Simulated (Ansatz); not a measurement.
# NaGeH (singlet): from Hartree-Fock to the top rungs, cc-pVDZ

How much of the correlation energy of NaGeH (singlet) does each wave-function method recover here?

Method: cc-pVDZ, core rule «outside noble gas», up to 19 orbitals frozen; program: Ansatz 0.2.0, Gaussian basis.

Plan: UHF; CCSD(T) on RHF; CCSD(T) on UHF; BCCD(T) on RHF; CISD; CCSDT(Q) on RHF; CCSDT(Q) on UHF; CCSDTQ on RHF; Full CI.

12 further runs of the same task are left out: 6 for a known fault of the program, 2 that didn't finish, 4 set aside as unsound or not needed.

### 1 The system

The geometry is a PBE0/def2-TZVP stationary point (not a proven minimum). No spin-orbit coupling is included. The filled d shell of Ge may be among the frozen orbitals whatever the setting's name suggests; the logs give the count.

3 atoms, charge 0, spin multiplicity 1.

Atoms are counted from 1 here; the program's logs count them from 0.

Bond lengths: Ge1–H3 1.609 Å.

### 2 UHF

Contents of in.yaml:

```yaml
crystal:
  periodic: [false, false, false]
  atoms:
    - {symbol: Ge, position_ang: [0.000000, -0.026870, 0.688911]}
    - {symbol: Na, position_ang: [0.000000, 0.015653, -2.202807]}
    - {symbol: H, position_ang: [0.000000, 1.579397, 0.594781]}
basis:
  gaussian: {orbitals: cc-pVDZ}
magnetization: {spin_polarized: true, initial_magnetization: 0}
hamiltonian: {xc: hf}
output: {orbitals: {seedname: orbitals}}
```

Command:

```sh
$ ansatz run in.yaml --threads 1 --pin off --events-out ev --progress --plain --max-ram 2393MiB
```

Further steps of the session: CCSD(T) on RHF; CCSD(T) on UHF; BCCD(T) on RHF; CISD; CCSDT(Q) on RHF; CCSDT(Q) on UHF; CCSDTQ on RHF; Full CI.

Before running them: what should the planned runs give, taken together? Wanted: FCI below the RHF energy; RMP2 from FCI; RCCSD from FCI; RCCSD(T) from FCI; RCCSDT(Q) from FCI; T1 diagnostic; effectively unpaired electrons.

As calculated:

```
                         quantity                                          value
         FCI below the RHF energy                                     -3.1321 eV
                    RMP2 from FCI                                     +808.0 meV
                   RCCSD from FCI                                     +122.5 meV
                RCCSD(T) from FCI                                      +31.6 meV
               RCCSDT(Q) from FCI                                       +2.2 meV
levels within 1 kcal/mol (43 meV)  RCCSD(T), BCCD(T), RCCSDT, RCCSDT(Q), RCCSDTQ
                    T1 diagnostic                                          0.020
   effectively unpaired electrons                                           0.20
```

What this shows: RCCSD(T) lands +31.6 meV from the yardstick (1.0 % of the correlation energy). One determinant dominates. These misses are within one basis, not against nature.
